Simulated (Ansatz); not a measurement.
# BrH2NZn: ionisation energy by level of theory

Aim: the vertical ionisation energy of BrH2NZn, as cation minus neutral at the neutral's geometry, on several levels, and how well −ε(HOMO) stands in for it.

Computed with Ansatz 0.2.0, Gaussian basis. Level: unrestricted cation, the program's frozen cores in correlated methods.

Levels to be run: UKS PBE-D4/def2-TZVPP; UKS r2SCAN-D4/def2-TZVPP; UKS PBE0-D4/def2-TZVPP; UKS B3LYP-D4/def2-TZVPP; UKS wB97X-V/def2-TZVPP; UKS wB97M-V/def2-TZVPP; UKS B2PLYP (frozen core with 3s3p of Cu, Zn)/def2-TZVPP; UHF-CCSD(T) with 3s3p of Cu, Zn/def2-TZVPP; UHF-CCSD(T) with 3s3p of Cu, Zn/def2-QZVPP; extrapolation to the limit; then −ε(HOMO) from the neutral's earlier runs with LDA (SPW92), PBE-D4, revPBE-D4, BLYP-D4, r2SCAN-D4, B97M-V, PBE0-D4, B3LYP-D4, r2SCANh-D4, r2SCAN0-D4, HSE06-D4, BHLYP-D4, CAM-B3LYP-D4, LC-ωPBE, ωB97X-V, ωB97M-V.

### Step 1. The relaxed structure

All runs share one geometry, relaxed beforehand with PBE0-D4 in a triple-zeta def2 set.

SMILES `[NH2][Zn][Br]`, 5 atoms, charge 0, spin multiplicity 1.

Atoms are counted from 1 here; the program's logs count them from 0.

Bond lengths: N1–Zn2 1.816 Å, N1–H4 1.011 Å, N1–H5 1.011 Å, Zn2–Br3 2.231 Å. Angles: Zn2–N1–H4 115.8°, Zn2–N1–H5 115.8°, H4–N1–H5 107.8°, N1–Zn2–Br3 175.4°.

### Step 2. Cation, UKS PBE-D4/def2-TZVPP

Contents of in.yaml:

```yaml
crystal:
  periodic: [false, false, false]
  atoms:
    - {symbol: N, position_ang: [-0.462701, 0.756655, -0.440240]}
    - {symbol: Zn, position_ang: [0.584542, -0.546699, 0.267710]}
    - {symbol: Br, position_ang: [2.013768, -2.059624, 1.070742]}
    - {symbol: H, position_ang: [-1.103961, 0.461703, -1.164187]}
    - {symbol: H, position_ang: [-0.981848, 1.314164, 0.224575]}
basis:
  gaussian: {orbitals: def2-TZVPP}
total_charge: 1
magnetization: {spin_polarized: true, initial_magnetization: 1}
hamiltonian: {xc: pbe, dispersion: d4}
```

Started as:

```bash
$ ansatz run in.yaml --threads 2 --pin off --events-out ev --progress --plain --max-ram 32768MiB --backend cpu
```

The runs that follow: Cation, UKS r2SCAN-D4/def2-TZVPP; Cation, UKS PBE0-D4/def2-TZVPP; Cation, UKS B3LYP-D4/def2-TZVPP; Cation, UKS wB97X-V/def2-TZVPP; Cation, UKS wB97M-V/def2-TZVPP; Cation, UKS B2PLYP (frozen core with 3s3p of Cu, Zn)/def2-TZVPP; Cation, UHF-CCSD(T) with 3s3p of Cu, Zn/def2-TZVPP; Cation, UHF-CCSD(T) with 3s3p of Cu, Zn/def2-QZVPP.

**Question.** What will the summary of the whole plan be? Wanted: ionisation energy, CCSD(T)/CBS; nearest functional by difference; nearest −ε(HOMO); −ε(HOMO) of PBE; T1 of the cation.

The runs gave:

| quantity | value |
| --- | --- |
| ionisation energy, CCSD(T)/CBS | 9.89 eV |
| nearest functional by difference | ωB97X-V (-0.13 eV) |
| nearest −ε(HOMO) | ωB97X-V (-0.09 eV) |
| −ε(HOMO) of PBE | 6.01 eV |
| T1 of the cation | 0.017 |

**Reading.** By cation minus neutral, the functionals miss by 0.61 eV at most. The PBE orbital energy is 3.9 eV too small: a semilocal HOMO is no ionisation energy. Among orbital estimates ωB97X-V comes nearest. Hartree-Fock falls 1.73 eV short, as the neutral has more correlation energy than the cation. The cation may have settled in a state other than its lowest; no search over hole states beyond the program's own was made. For Zn the d shell is correlated and the shells below it are frozen. Correlated methods include outer-core shells of Br, which these sets cover unevenly. With outer-core shells in play the reference is unsure by up to some tenths of an eV, so close misses can't be ranked.
